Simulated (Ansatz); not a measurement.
**Te (diamond type): how the settings move a single-point run**

Question: which choices in the input matter for Te (diamond type)?

Computed with Ansatz 0.2.0 (reference: DFT, PBEsol, PAW with Ansatz's default frozen-core files, scalar-relativistic, unless a step's input says otherwise).

## 1. The system as given

The structure is cubic, space group Fd-3m (No. 227). Conventional cell: a = 5.327 Å, b = 5.327 Å, c = 5.327 Å, α = 90.00°, β = 90.00°, γ = 90.00°. Te (site symmetry -43m) is surrounded by 4 Te at 2.31 Å.

Structure file:

```cif
data_structure
_symmetry_space_group_name_H-M 'Fd-3m:1'
_symmetry_Int_Tables_number 227
_cell_length_a 5.3270
_cell_length_b 5.3270
_cell_length_c 5.3270
_cell_angle_alpha 90.000
_cell_angle_beta 90.000
_cell_angle_gamma 90.000
_cell_volume 151.16
loop_
_atom_site_label
_atom_site_type_symbol
_atom_site_symmetry_multiplicity
_atom_site_Wyckoff_symbol
_atom_site_fract_x
_atom_site_fract_y
_atom_site_fract_z
_atom_site_occupancy
Te1 Te 8 b 0.00000 0.50000 0.00000 1
```

## 2. Reference

input.yaml reads:

```yaml
crystal:
  lattice:
    - [0.0, 2.6635059614, 2.6635059614]
    - [2.6635059614, 0.0, 2.6635059614]
    - [2.6635059614, 2.6635059614, 0.0]
  atoms:
    - { symbol: Te, position: [-0.125, -0.125, -0.125] }
    - { symbol: Te, position: [0.125, 0.125, 0.125] }
kpoints:
  mp_grid: { grid: [10, 10, 10] }
  band_path:
    path:
      - [0.0, 0.0, 0.0]
      - [0.5, 0.0, 0.5]
      - [0.625, 0.25, 0.625]
      - [0.375, 0.375, 0.75]
      - [0.0, 0.0, 0.0]
      - [0.5, 0.5, 0.5]
      - [0.5, 0.25, 0.75]
      - [0.5, 0.0, 0.5]
    npoints: 8
scf:
  occupations: { method: fermi_dirac, width: 0.1 }
hamiltonian:
  xc: pbesol
  pseudopotentials: { kind: paw }
output:
  forces: true
  stress: true
  eigenvalues: true
  populations: true
  dos: { projected: true, de: 0.2, e_range: [-14, 8] }
  write_density: true
  write_potential: true
  elf: true
  volumetric_format: npy
```

The run is started by

```sh
$ ansatz run input.yaml --threads 1 --pin off --max-ram 2048MiB --backend cpu --events-out ev --progress --plain --runs-dir out
```

## 3. Changed: scf.algorithm density_mixing, ecutwfc 58.8 Ry

Changes to input.yaml since step 2:

```diff
@@ -23,2 +23,3 @@
   occupations: { method: fermi_dirac, width: 0.1 }
+  algorithm: density_mixing
 hamiltonian:
@@ -31,3 +32,2 @@
   populations: true
-  dos: { projected: true, de: 0.2, e_range: [-14, 8] }
   write_density: true
@@ -36 +36,3 @@
   volumetric_format: npy
+basis:
+  ecutwfc: "58.8 Ry"
```

Q: Predict the outcome of this session. Wanted: for each run, ending; energy change; pressure; gap; force.

As calculated:

```csv
run,ending,energy change,pressure (GPa),gap (eV),force (eV/Å),cycles,time
reference,converged,0,154.6,0.00,0.00,6,4.5 s
"1: scf.algorithm density_mixing, ecutwfc 58.8 Ry",converged,-3.6 meV/atom,154.5,0.00,0.00,6,9.7 s
```

Times don't compare one to one where runs were asked for different outputs or read a saved state (see the inputs); cycles may leave out searches for a lower state.

Residual by cycle in the longest SCF loop of each run; runs are numbered as in the table. The quantity is the density residual dr2, in eV.

```csv
cycle,reference,run 1
1,0.015,0.0152
2,0.00676,0.0068
3,3.0e-4,3.1e-4
4,2.8e-5,2.9e-5
5,2.1e-7,5.1e-7
6,2.7e-8,3.7e-8
```

Changing the solver and cutoff moves the energy by -3.6 meV/atom. Semilocal functionals close small gaps, and spin-orbit coupling, left out here, moves these band edges, so the missing gap need not be the real solid's. The structure is not at rest: the sound run finds 155 GPa, so these are no properties of the relaxed crystal. 
